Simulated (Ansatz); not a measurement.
# CH8AlNSi: the cost of one run

Method: RKS PBE0/6-31G*, in Ansatz 0.2.0.

## 1. The starting structure

Bond lengths: C1–N2 1.416 Å, N2–Al3 1.900 Å, N2–Si4 1.842 Å, C1–H5 1.162 Å, C1–H6 1.161 Å, C1–H7 1.119 Å, Al3–H8 1.669 Å, Al3–H9 1.615 Å, Si4–H10 1.477 Å, Si4–H11 1.392 Å, Si4–H12 1.474 Å. Angles (14 of 18 angles, heavy atoms first): C1–N2–Al3 109.5°, C1–N2–Si4 107.8°, Al3–N2–Si4 106.4°, N2–C1–H5 110.8°, N2–C1–H6 111.4°, N2–C1–H7 116.3°, N2–Al3–H8 119.4°, N2–Al3–H9 122.8°, N2–Si4–H10 105.6°, N2–Si4–H11 110.5°, N2–Si4–H12 107.2°, H5–C1–H6 102.3°, H5–C1–H7 108.1°, H6–C1–H7 107.0°.

Structure file:

```xyz
12

C    -0.7590    1.1654   -0.2854
N    -0.6421   -0.1987    0.0741
Al    0.1725   -0.3354    1.7847
Si    0.5147   -0.9974   -1.1169
H    -1.2954    1.2780   -1.3098
H    -1.4748    1.7329    0.4315
H     0.1940    1.7508   -0.3259
H     1.6937    0.3083    2.0206
H    -0.5393   -1.0678    3.0361
H    -0.1566   -0.9270   -2.4302
H     1.7457   -0.3481   -1.1121
H     0.6236   -2.4160   -0.7326
```

## 2. Relaxing end A

File input.yaml:

```yaml
crystal:
  periodic: [false, false, false]
  atoms:
    - { symbol: C, position_ang: [-0.759, 1.1654, -0.2854] }
    - { symbol: "N", position_ang: [-0.6421, -0.1987, 0.0741] }
    - { symbol: Al, position_ang: [0.1725, -0.3354, 1.7847] }
    - { symbol: Si, position_ang: [0.5147, -0.9974, -1.1169] }
    - { symbol: H, position_ang: [-1.2954, 1.278, -1.3098] }
    - { symbol: H, position_ang: [-1.4748, 1.7329, 0.4315] }
    - { symbol: H, position_ang: [0.194, 1.7508, -0.3259] }
    - { symbol: H, position_ang: [1.6937, 0.3083, 2.0206] }
    - { symbol: H, position_ang: [-0.5393, -1.0678, 3.0361] }
    - { symbol: H, position_ang: [-0.1566, -0.927, -2.4302] }
    - { symbol: H, position_ang: [1.7457, -0.3481, -1.1121] }
    - { symbol: H, position_ang: [0.6236, -2.416, -0.7326] }
basis:
  gaussian: { orbitals: "6-31G*" }
hamiltonian:
  xc: pbe0
relax:
  f_tol: 0.015
  max_steps: 40
```

Launch:

```
$ ansatz run input.yaml --threads 1 --pin off --max-ram 2048MiB --backend cpu --events-out ev --progress --plain --runs-dir out
```

**Question.** How long does this run take on 1 thread of Arm Neoverse V1, shared host, and how much memory does it need?

About 1.7 min, with a peak of 0.17 GiB.
